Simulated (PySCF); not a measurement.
# B3H3O3: a look at the electrons

Aim: take B3H3O3 and see where an electron leaves and enters, treat its π system by CASSCF and NEVPT2 and pull one bond apart with RHF, UHF and CASSCF.

Computed with PySCF 2.14.0. Level: levels as typed in each script, gas phase, geometry from GFN2-xTB.

### Step 1. Starting geometry

SMILES `B1OBOBO1`, 9 atoms, charge 0, spin multiplicity 1.

Bond lengths: B1–O2 1.360 Å, B1–O6 1.360 Å, B1–H7 1.170 Å, O2–B3 1.360 Å, B3–O4 1.360 Å, B3–H8 1.170 Å, O4–B5 1.360 Å, B5–O6 1.360 Å, B5–H9 1.170 Å. Angles: O2–B1–O6 119.9°, O2–B1–H7 120.1°, O6–B1–H7 120.1°, B1–O2–B3 120.1°, O2–B3–O4 119.9°, O2–B3–H8 120.1°, O4–B3–H8 120.1°, B3–O4–B5 120.1°, O4–B5–O6 119.9°, O4–B5–H9 120.1°, O6–B5–H9 120.1°, B1–O6–B5 120.1°.

Geometry (Å):

```xyz
9
B3H3O3
B    -1.3129   -0.3587    0.0000
O    -0.3454   -1.3146    0.0000
B     0.9671   -0.9577    0.0000
O     1.3112    0.3582    0.0000
B     0.3458    1.3163    0.0000
O    -0.9658    0.9565    0.0000
H    -2.4414   -0.6670    0.0000
H     1.7983   -1.7808    0.0000
H     0.6430    2.4478    0.0000
```

### Step 2. Removing and adding an electron (B3LYP/def2-svpd)

Contents of input.py:

```python
import numpy as np
from pyscf import gto, scf, dft
from pyscf.scf import atom_ks, atom_hf
from scipy.linalg import block_diag

def solve(mol, dm0=None, hcore=None):
    mf = (dft.UKS if mol.spin else dft.RKS)(mol, xc='b3lyp')
    mf.grids.level = 3
    mf = mf.density_fit(auxbasis='def2-universal-jkfit')
    mf.conv_tol, mf.max_cycle = 1e-8, 80
    if hcore is not None:
        mf.get_hcore = lambda *args: hcore
    mf.kernel(dm0)
    if not mf.converged:
        mf = mf.newton().run(mf.mo_coeff, mf.mo_occ, max_cycle=30)
    assert mf.converged, 'SCF not converged'
    return mf

mol = gto.M(atom='''
B     -1.31291    -0.35869     0.00000
O     -0.34540    -1.31464     0.00000
B      0.96710    -0.95766     0.00000
O      1.31121     0.35819     0.00000
B      0.34582     1.31635     0.00000
O     -0.96581     0.95645     0.00000
H     -2.44140    -0.66703     0.00000
H      1.79834    -1.78082     0.00000
H      0.64303     2.44783     0.00000
''', basis='def2-svpd', charge=0, spin=0, verbose=4)
mf = solve(mol)
out = dict(e0=mf.e_tot, dm0=mf.make_rdm1(), c=mf.mo_coeff, occ=mf.mo_occ, eps=mf.mo_energy)
for name, dq, spin in [('cation', 1, 1), ('anion', -1, 1)]:
    ion = mol.copy().set(charge=mol.charge + dq, spin=spin).build()
    mi = solve(ion)
    if spin and dq > 0 and mol.nao < 130:
        c, _, stable, _ = mi.stability(return_status=True)
        if not stable:
            mi = solve(ion, mi.make_rdm1(c, mi.mo_occ))
    print(name, 'vertical energy change / eV', (mi.e_tot - mf.e_tot) * 27.211386)
    out.update({'e_' + name: mi.e_tot, 'dm_' + name: mi.make_rdm1(), 's2_' + name: mi.spin_square()[0], 'eps_' + name: mi.mo_energy, 'occ_' + name: mi.mo_occ})
# spherically averaged free atoms, for the promolecule
atm = atom_ks.get_atm_nrks(mol, xc='b3lyp')
pro = block_diag(*[(atm[a[0]][2] * atm[a[0]][3]) @ atm[a[0]][2].T for a in mol._atom])
np.savez('result.npz', pro=pro, **out)
```

Command:

```sh
OMP_NUM_THREADS=1 python input.py
```

### Step 3. The π active space (6-311+g**)

Contents of input.py:

```python
import numpy as np
from pyscf import gto, scf, dft, mcscf, mrpt
from pyscf.mcscf import avas

def solve(mol, dm0=None, hcore=None):
    mf = scf.ROHF(mol) if mol.spin else scf.RHF(mol)
    mf = mf.density_fit(auxbasis='def2-universal-jkfit')
    mf.conv_tol, mf.max_cycle = 1e-8, 80
    if hcore is not None:
        mf.get_hcore = lambda *args: hcore
    mf.kernel(dm0)
    if not mf.converged:
        mf = mf.newton().run(mf.mo_coeff, mf.mo_occ, max_cycle=30)
    assert mf.converged, 'SCF not converged'
    return mf

mol = gto.M(atom='''
B     -1.31291    -0.35869     0.00000
O     -0.34540    -1.31464     0.00000
B      0.96710    -0.95766     0.00000
O      1.31121     0.35819     0.00000
B      0.34582     1.31635     0.00000
O     -0.96581     0.95645     0.00000
H     -2.44140    -0.66703     0.00000
H      1.79834    -1.78082     0.00000
H      0.64303     2.44783     0.00000
''', basis='6-311+g**', charge=0, spin=0, verbose=4)
mf = solve(mol)
ncas, nel, orbs = avas.avas(mf, ['B 2pz', 'O 2pz'], threshold=0.5, openshell_option=3)
print('active space', nel, ncas)
assert 2 <= ncas <= 10, 'active space too large or empty'
mc = mcscf.CASSCF(mf, ncas, nel)
mc.natorb, mc.max_cycle_macro = True, 60
mc.fix_spin_(ss=mol.spin / 2 * (mol.spin / 2 + 1))
mc.kernel(orbs)
occ = mc.mo_occ[mc.ncore:mc.ncore + ncas]
print('natural occupations', occ.round(4))
e2 = mrpt.NEVPT(mc).kernel()
out = dict(c=mc.mo_coeff[:, mc.ncore:mc.ncore + ncas], occ=occ, e=mc.e_tot, e2=e2, ehf=mf.e_tot, ok=mc.converged, nel=nel, w0=abs(mc.ci).max() ** 2, dm=mc.make_rdm1())
# the other spin state at the same geometry
other = mol.copy().set(spin=2).build()
mo = scf.ROHF(other).density_fit(auxbasis='def2-universal-jkfit').run()
na = (nel + other.spin) // 2
m2 = mcscf.CASSCF(mo, ncas, (na, nel - na))
m2.natorb = True
m2.fix_spin_(ss=other.spin / 2 * (other.spin / 2 + 1))
m2.kernel(mc.mo_coeff)
e2o = mrpt.NEVPT(m2).kernel()
print('other state above this one / eV: CASSCF', (m2.e_tot - mc.e_tot) * 27.211386, 'NEVPT2', (m2.e_tot + e2o - mc.e_tot - e2) * 27.211386)
np.savez('result.npz', eo=m2.e_tot, e2o=e2o, oko=m2.converged, occo=m2.mo_occ[mc.ncore:mc.ncore + ncas], co=m2.mo_coeff[:, mc.ncore:mc.ncore + ncas], **out)
```

### Step 5. Stretching a bond (6-31g*)

Contents of input.py:

```python
import numpy as np
from pyscf import gto, scf, mcscf

mol = gto.M(atom='''
B     -1.31291    -0.35869     0.00000
O     -0.34540    -1.31464     0.00000
B      0.96710    -0.95766     0.00000
O      1.31121     0.35819     0.00000
B      0.34582     1.31635     0.00000
O     -0.96581     0.95645     0.00000
H     -2.44140    -0.66703     0.00000
H      1.79834    -1.78082     0.00000
H      0.64303     2.44783     0.00000
''', basis='6-31g*', charge=0, spin=0, verbose=4)
# stretch the bond between atoms 5 and 9, from long to short, fragments rigid
a, b, move = 4, 8, [8]
xyz = mol.atom_coords(unit='Angstrom')
u = xyz[b] - xyz[a]
r0 = np.linalg.norm(u)
rows, last, dm_u = [], None, None
for r in [3.22, 2.53, 2.07, 1.78, 1.55, 1.38, 1.26, 1.15, 1.06]:
    new = xyz.copy()
    new[move] += u / r0 * (r - r0)
    m = mol.set_geom_(new, unit='Angstrom', inplace=False)
    rhf = scf.RHF(m).density_fit(auxbasis='def2-universal-jkfit').run()
    uhf = scf.UHF(m).density_fit(auxbasis='def2-universal-jkfit').newton()
    if dm_u is None:
        c = rhf.mo_coeff
        h = m.nelectron // 2 - 1
        ca, cb = c.copy(), c.copy()
        ca[:, h], cb[:, h] = (c[:, h] + c[:, h + 1]) / 2**.5, (c[:, h] - c[:, h + 1]) / 2**.5
        dm_u = np.array([x[:, :h + 1] @ x[:, :h + 1].T for x in (ca, cb)])
    uhf.kernel(dm0=dm_u)
    for _ in range(3):
        c, _, stable, _ = uhf.stability(return_status=True)
        if stable:
            break
        uhf.kernel(c, uhf.mo_occ)
    dm_u = uhf.make_rdm1()
    mc = mcscf.CASSCF(rhf, 2, 2)
    mc.natorb = True
    mc.fix_spin_(ss=0)
    guess = mcscf.addons.make_natural_orbitals(uhf)[1] if last is None else mcscf.project_init_guess(mc, last.mo_coeff, last.mol)
    mc.kernel(guess)
    last = mc
    act = slice(mc.ncore, mc.ncore + mc.ncas)
    print('r %.3f  RHF %.6f  UHF %.6f  <S^2> %.3f  CASSCF %.6f  occupations' % (r, rhf.e_tot, uhf.e_tot, uhf.spin_square()[0], mc.e_tot), mc.mo_occ[act].round(4))
    rows.append((new, rhf.e_tot, uhf.e_tot, uhf.spin_square()[0], mc.e_tot, mc.mo_occ[act], mc.mo_coeff[:, act], dm_u[0] - dm_u[1], rhf.converged and uhf.converged and mc.converged))
    np.savez('result.npz', **{k: [row[i] for row in rows] for i, k in enumerate('xyz rhf uhf s2 cas occ c spin ok'.split())})
```

(Steps that only read results are left out.)

Before running it: what results should come out? Wanted: triplet less singlet, CASSCF and NEVPT2; weight of the leading determinant.

As calculated:

| quantity | value |
| --- | --- |
| triplet less singlet, CASSCF and NEVPT2 (6-311+g**) | +8.96 and +9.41 eV |
| weight of the leading determinant | 0.97 |
| cost of the stretch to 3.2 Å, CASSCF and RHF (6-31g*) | 4.3 and 7.2 eV |

**Reading.** RHF rises too steeply at long distance, since it keeps both electrons in one orbital and so mixes in ionic fragments. All values hold at the given geometry, in the gas phase.
